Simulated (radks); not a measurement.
# Nuclear size and the levels of Ni²⁺

Aim: how the total energy, the levels and the density at the nucleus of Ni²⁺ respond when the nuclear radius is scaled.

Program: radks (a radial shooting solver on a logarithmic mesh, Libxc functionals) version 1. Level of theory: Dirac Kohn-Sham, LDA (Slater exchange, Perdew-Wang correlation), spin-unpolarised, spherical densities, finite nucleus; open shells fill j = l - 1/2 first. These are calculated values, not measurements, unless marked.

### 1 Starting point

- element: nickel (Z = 28)
- charge: +2
- electrons: 26
- configuration: [Ar] 3d8
- nuclear rms radius: 3.7757 fm

### 2 rms radius 3.7757 fm

Settings of this run:

```text
Z 28
configuration [Ar] 3d8 4s0 4p0
relativity Dirac
functional lda,pw
spin unpolarised
j_filling energy
nucleus finite rms 3.7757 fm
c 137.035999084
```

### 3 rms radius 3.1074 fm

Settings, as their differences from step 2:

```diff
@@ -6,3 +6,3 @@
 j_filling energy
-nucleus finite rms 3.7757 fm
+nucleus finite rms 3.1074 fm
 c 137.035999084
```

### 4 rms radius 3.4963 fm

Settings, as their differences from step 3:

```diff
@@ -6,3 +6,3 @@
 j_filling energy
-nucleus finite rms 3.1074 fm
+nucleus finite rms 3.4963 fm
 c 137.035999084
```

### 5 rms radius 3.9267 fm

Settings, as their differences from step 4:

```diff
@@ -6,3 +6,3 @@
 j_filling energy
-nucleus finite rms 3.4963 fm
+nucleus finite rms 3.9267 fm
 c 137.035999084
```

### 6 rms radius 4.2439 fm

Settings, as their differences from step 5:

```diff
@@ -6,3 +6,3 @@
 j_filling energy
-nucleus finite rms 3.9267 fm
+nucleus finite rms 4.2439 fm
 c 137.035999084
```

Q: Predict the outcome of this session. Wanted: for each run, rms radius; total energy shift; density at nucleus; 1s1/2 shift; 2s1/2 shift; 2p1/2 shift; 3s1/2 shift.

The runs gave:

```
rms radius (fm)  total energy shift (eV)  density at nucleus (e/bohr³)  1s1/2 shift (meV)  2s1/2 shift (meV)  2p1/2 shift (meV)  3s1/2 shift (meV)
         3.1074                  -0.0508                     1.968e+04              -21.6              -2.02              0.177             -0.302
         3.4963                  -0.0224                     1.956e+04              -9.52             -0.888             0.0780             -0.133
         3.7757                        0                     1.949e+04                  0                  0                  0                  0
         3.9267                   0.0128                     1.945e+04               5.44              0.507            -0.0445             0.0760
         4.2439                   0.0412                     1.938e+04               17.5               1.63             -0.144              0.245
```

**Reading.** Shifts are against the first run. Over the range the 1s1/2 level moves by 0.0391 eV and the 3s1/2 level by 0.547 meV. A larger nucleus binds the 1s electrons less and lowers the density at its centre. These are shifts of eigenvalues, not the field shifts of spectral lines.
